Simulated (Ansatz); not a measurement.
**C₁₂H₁₆OTi: geometry optimisation**

What shape does C₁₂H₁₆OTi take? The plan is to relax it.

Program: Ansatz 0.2.0, Gaussian basis. Level of theory: RKS PBE0-D4/def2-TZVP. These are calculated values, not measurements.

Levels to be run: relaxation at PBE0-D4/def2-TZVP.

1 further run of the same task is left out (set aside as unsound or not needed).

### 1 The system as given

SMILES `C[C]12[CH]3[CH]4[CH]5[CH]1[TiH]45321678([OH])[CH]2[CH]1[CH]6[C]7(C)[CH]28`, 30 atoms, charge 0, spin multiplicity 1.

Atoms are counted from 1 here; the program's logs count them from 0.

Bond lengths: C1–C2 1.502 Å, C1–H15 1.092 Å, C1–H16 1.090 Å, C1–H17 1.091 Å, C2–C3 1.401 Å, C2–C6 1.415 Å, C2–Ti7 2.467 Å, C3–C4 1.419 Å, C3–Ti7 2.526 Å, C3–H18 1.082 Å, C4–C5 1.398 Å, C4–Ti7 2.478 Å, C4–H19 1.082 Å, C5–C6 1.418 Å, C5–Ti7 2.386 Å, C5–H20 1.083 Å, C6–Ti7 2.328 Å, C6–H21 1.084 Å and more. Angles: C2–C1–H15 109.8°, C2–C1–H16 110.8°, C2–C1–H17 111.3°, H15–C1–H16 108.0°, H15–C1–H17 107.8°, H16–C1–H17 109.1°, C1–C2–C3 126.5°, C1–C2–C6 125.7°, C1–C2–Ti7 125.6°, C3–C2–C6 107.6°, C3–C2–Ti7 76.0°, C6–C2–Ti7 67.5°, C2–C3–C4 108.4°, C2–C3–Ti7 71.4°, C2–C3–H18 125.9°, C4–C3–Ti7 71.7°, C4–C3–H18 125.5°, Ti7–C3–H18 126.7° and more.

The start is a GFN2-xTB geometry.

### 2 Relaxation at PBE0-D4/def2-TZVP

in.yaml reads:

```yaml
crystal:
  periodic: [false, false, false]
  atoms:
    - {symbol: C, position_ang: [-2.906080, 0.862780, 1.504140]}
    - {symbol: C, position_ang: [-1.944810, 1.229110, 0.409500]}
    - {symbol: C, position_ang: [-2.162420, 1.101500, -0.969030]}
    - {symbol: C, position_ang: [-1.073340, 1.702820, -1.651740]}
    - {symbol: C, position_ang: [-0.187830, 2.203940, -0.693530]}
    - {symbol: C, position_ang: [-0.695170, 1.869030, 0.588100]}
    - {symbol: Ti, position_ang: [-0.056670, -0.155820, -0.366180]}
    - {symbol: O, position_ang: [-0.846890, -1.240580, 0.743330]}
    - {symbol: C, position_ang: [2.075520, 0.640960, 0.370480]}
    - {symbol: C, position_ang: [2.240540, 0.396280, -1.004570]}
    - {symbol: C, position_ang: [2.080240, -0.985860, -1.219500]}
    - {symbol: C, position_ang: [1.817090, -1.604060, 0.025720]}
    - {symbol: C, position_ang: [1.657410, -3.073490, 0.271490]}
    - {symbol: C, position_ang: [1.806300, -0.590920, 1.006940]}
    - {symbol: H, position_ang: [-3.359070, 1.767250, 1.916590]}
    - {symbol: H, position_ang: [-3.706520, 0.230920, 1.119810]}
    - {symbol: H, position_ang: [-2.399200, 0.342600, 2.318850]}
    - {symbol: H, position_ang: [-3.048540, 0.691640, -1.436480]}
    - {symbol: H, position_ang: [-1.011000, 1.854820, -2.721640]}
    - {symbol: H, position_ang: [0.656910, 2.852320, -0.891370]}
    - {symbol: H, position_ang: [-0.319620, 2.237880, 1.535730]}
    - {symbol: H, position_ang: [-0.498230, -0.945020, -1.665900]}
    - {symbol: H, position_ang: [-1.777960, -1.487650, 0.752410]}
    - {symbol: H, position_ang: [2.278310, 1.577210, 0.876040]}
    - {symbol: H, position_ang: [2.559570, 1.115740, -1.749980]}
    - {symbol: H, position_ang: [2.242130, -1.505460, -2.155120]}
    - {symbol: H, position_ang: [2.564410, -3.485170, 0.720820]}
    - {symbol: H, position_ang: [1.465180, -3.597310, -0.664100]}
    - {symbol: H, position_ang: [0.824540, -3.252120, 0.954160]}
    - {symbol: H, position_ang: [1.725220, -0.753320, 2.075010]}
basis:
  gaussian: {orbitals: def2-TZVP}
hamiltonian: {xc: pbe0, dispersion: d4}
relax: {f_tol: 0.005, max_steps: 150}
```

Q: Predict the results of all the runs planned. Wanted: point group; shift from the start; total energy; dispersion term; dipole moment.

As calculated:

| quantity | value |
| --- | --- |
| point group | C1 |
| steps | 20 |
| shift from the start (rms) | 0.274 Å |
| total energy | -37853.0455 eV |
| dispersion term | -888 meV |
| dipole moment | 1.79 D |

In words: The atoms moved 0.27 Å (rms) from the start; the bond that changed most is C3–Ti7, from 2.526 to 2.394 Å. No vibrations were run, so it is not proven to be a minimum. The largest Mulliken charge, -0.63 e, sits on O8.
